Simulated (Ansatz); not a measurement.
**Ti started on a Si site and Ti started on a Si site in alpha-quartz SiO2, 72 atoms, charge 0**

Wanted: geometry, formation energy and gap levels of the defect, compared across PBEsol, HSE06 and r²SCAN.

Program: Ansatz 0.2.0, PAW, plane waves. These are calculated values, not measurements.

## Step 1: The starting cell

72 atoms (22 Si, 2 Ti, 48 O); a = 9.902 Å, b = 9.902 Å, c = 10.886 Å, α = 90.00°, β = 90.00°, γ = 120.00°. All atoms were shaken off their sites by about 0.02 Å along each axis. Defect site 1: (0.265, 0.265, 0.500). Defect site 2: (0.235, 0.000, 0.667).

Plan of the steps: (2) PBEsol relaxation at the single k point (¼, ¼, ¼), on 1 × NVIDIA H100 80GB HBM3 with 2 threads of AMD EPYC 7R13; (3) HSE06 single point at the single k point (¼, ¼, ¼), on 1 × NVIDIA H100 80GB HBM3 with 2 threads of AMD EPYC 7R13; (4) r²SCAN single point at the single k point (¼, ¼, ¼), on 1 × NVIDIA H100 80GB HBM3 with 2 threads of AMD EPYC 7R13.

## Step 2: Relaxation of the positions (PBEsol)

Contents of in.yaml:

```yaml
crystal:
  lattice:
    - [9.901639, 0.000000, 0.000000]
    - [-4.950819, 8.575071, 0.000000]
    - [0.000000, 0.000000, 10.885880]
  atoms:
    - { symbol: Si, position: [0.235892, 0.002103, 0.166373] }
    - { symbol: Si, position: [0.237093, 0.500376, 0.169390] }
    - { symbol: Si, position: [0.234375, 0.502033, 0.668344] }
    - { symbol: Si, position: [0.734266, 0.000341, 0.170225] }
    - { symbol: Si, position: [0.738554, 0.004709, 0.665006] }
    - { symbol: Si, position: [0.737720, 0.499487, 0.171005] }
    - { symbol: Si, position: [0.736574, 0.501181, 0.665840] }
    - { symbol: Si, position: [0.999338, 0.231475, 0.334003] }
    - { symbol: Si, position: [0.996008, 0.236359, 0.832836] }
    - { symbol: Si, position: [0.000038, 0.735516, 0.334964] }
    - { symbol: Si, position: [0.998307, 0.736227, 0.832022] }
    - { symbol: Si, position: [0.501222, 0.234375, 0.333564] }
    - { symbol: Si, position: [0.502674, 0.237545, 0.833040] }
    - { symbol: Si, position: [0.498566, 0.733289, 0.330667] }
    - { symbol: Si, position: [0.501531, 0.733675, 0.835440] }
    - { symbol: Si, position: [0.267304, 0.262365, 0.000111] }
    - { symbol: Si, position: [0.265853, 0.768186, 0.996147] }
    - { symbol: Si, position: [0.266794, 0.767446, 0.498427] }
    - { symbol: Si, position: [0.766800, 0.268863, 0.003660] }
    - { symbol: Si, position: [0.763213, 0.261486, 0.497796] }
    - { symbol: Si, position: [0.760422, 0.761487, 0.001905] }
    - { symbol: Si, position: [0.765811, 0.768905, 0.503212] }
    - { symbol: Ti, position: [0.236304, 0.001525, 0.664910] }
    - { symbol: Ti, position: [0.257296, 0.263099, 0.499620] }
    - { symbol: O, position: [0.202992, 0.127985, 0.107784] }
    - { symbol: O, position: [0.204953, 0.132746, 0.607211] }
    - { symbol: O, position: [0.206364, 0.632797, 0.108094] }
    - { symbol: O, position: [0.206299, 0.636035, 0.604954] }
    - { symbol: O, position: [0.707457, 0.134566, 0.106061] }
    - { symbol: O, position: [0.705555, 0.134888, 0.609394] }
    - { symbol: O, position: [0.710613, 0.635796, 0.108157] }
    - { symbol: O, position: [0.704466, 0.634910, 0.610323] }
    - { symbol: O, position: [0.364569, 0.070880, 0.269931] }
    - { symbol: O, position: [0.371282, 0.076048, 0.771829] }
    - { symbol: O, position: [0.367022, 0.571049, 0.274134] }
    - { symbol: O, position: [0.365650, 0.571678, 0.772290] }
    - { symbol: O, position: [0.867044, 0.076301, 0.276936] }
    - { symbol: O, position: [0.864291, 0.069141, 0.778114] }
    - { symbol: O, position: [0.866325, 0.570748, 0.276711] }
    - { symbol: O, position: [0.864440, 0.570943, 0.773854] }
    - { symbol: O, position: [0.431320, 0.296273, 0.438528] }
    - { symbol: O, position: [0.428192, 0.295364, 0.941131] }
    - { symbol: O, position: [0.430055, 0.794934, 0.442262] }
    - { symbol: O, position: [0.425927, 0.791386, 0.939767] }
    - { symbol: O, position: [0.925680, 0.292087, 0.440065] }
    - { symbol: O, position: [0.927986, 0.295943, 0.938869] }
    - { symbol: O, position: [0.928742, 0.794569, 0.436812] }
    - { symbol: O, position: [0.925754, 0.792288, 0.940658] }
    - { symbol: O, position: [0.132434, 0.206218, 0.391863] }
    - { symbol: O, position: [0.134791, 0.207115, 0.893976] }
    - { symbol: O, position: [0.132194, 0.708315, 0.392244] }
    - { symbol: O, position: [0.131038, 0.703309, 0.897447] }
    - { symbol: O, position: [0.633279, 0.207096, 0.390832] }
    - { symbol: O, position: [0.636960, 0.209857, 0.893022] }
    - { symbol: O, position: [0.631292, 0.704409, 0.392871] }
    - { symbol: O, position: [0.631377, 0.707624, 0.892633] }
    - { symbol: O, position: [0.069530, 0.364531, 0.228097] }
    - { symbol: O, position: [0.072166, 0.362492, 0.727424] }
    - { symbol: O, position: [0.070587, 0.866318, 0.227503] }
    - { symbol: O, position: [0.071643, 0.864813, 0.725318] }
    - { symbol: O, position: [0.569143, 0.366240, 0.226749] }
    - { symbol: O, position: [0.569610, 0.367384, 0.726670] }
    - { symbol: O, position: [0.571510, 0.864658, 0.225063] }
    - { symbol: O, position: [0.573384, 0.868063, 0.726601] }
    - { symbol: O, position: [0.295175, 0.422033, 0.057631] }
    - { symbol: O, position: [0.296513, 0.425841, 0.560129] }
    - { symbol: O, position: [0.293222, 0.926230, 0.060181] }
    - { symbol: O, position: [0.292409, 0.924372, 0.557855] }
    - { symbol: O, position: [0.793632, 0.427538, 0.059181] }
    - { symbol: O, position: [0.792560, 0.424265, 0.561376] }
    - { symbol: O, position: [0.794144, 0.928585, 0.060284] }
    - { symbol: O, position: [0.792541, 0.920258, 0.560431] }
  symmetry: { detect: false }
kpoints:
  mp_grid: { grid: [1, 1, 1], shift: [0.25, 0.25, 0.25] }
hamiltonian:
  xc: pbesol
scf:
  occupations: { method: fermi_dirac, width: 0.01 }
relax:
  f_tol: 0.03
  max_steps: 80
  escape_saddle: false
  adjacent_minimum: "off"
output:
  forces: true
  eigenvalues: true
  populations: true
```

Command:

```
$ ansatz run in.yaml --threads 2 --pin off --max-ram 20900MiB --runs-dir r --events-out ev --progress --plain --backend cuda --devices 0, --max-vram 18GiB
```

After this run come: Single point with HSE06; r²SCAN single point.

Q: Predict the outcome of this session. Wanted: for each run, formation energy; host gap; top filled to lowest empty.

The runs gave:

| level | time | formation energy (eV) | host gap (eV) | top filled to lowest empty (eV) |
| --- | --- | --- | --- | --- |
| PBEsol, relaxation | 11 s (GPU) | -0.43 | 5.75 | 4.49 |
| HSE06 | 43 s (GPU) | -0.67 | 7.72 | 6.35 |
| r²SCAN | 7.5 s (GPU) | -0.57 | 6.52 | 4.99 |

| quantity | value |
| --- | --- |
| relaxation | 6 recorded steps, 6.16 eV gained |
| largest shift | 0.40 Å (O66) |

**In words.** Relaxation gains 6.16 eV, with shifts up to 0.40 Å (O66). The formation energy goes from -0.43 eV (PBEsol) to -0.67 eV (HSE06). The reservoirs are the elements' reference phases; where the defect changes the composition, the value depends on that choice. r²SCAN puts 6 localised levels over 0.1 eV inside the gap, at 5.07 (empty), 5.23 (empty), 5.39 (empty), 5.82 (empty) eV (the lowest four), the tightest of them shared by about 3 atoms. The price of HSE06 is about 5.7 times the time of r²SCAN here. The host's edges were read at Γ, so band-like levels at this k point need not coincide with them. Finite-cell errors of some tenths of an eV remain in such numbers.
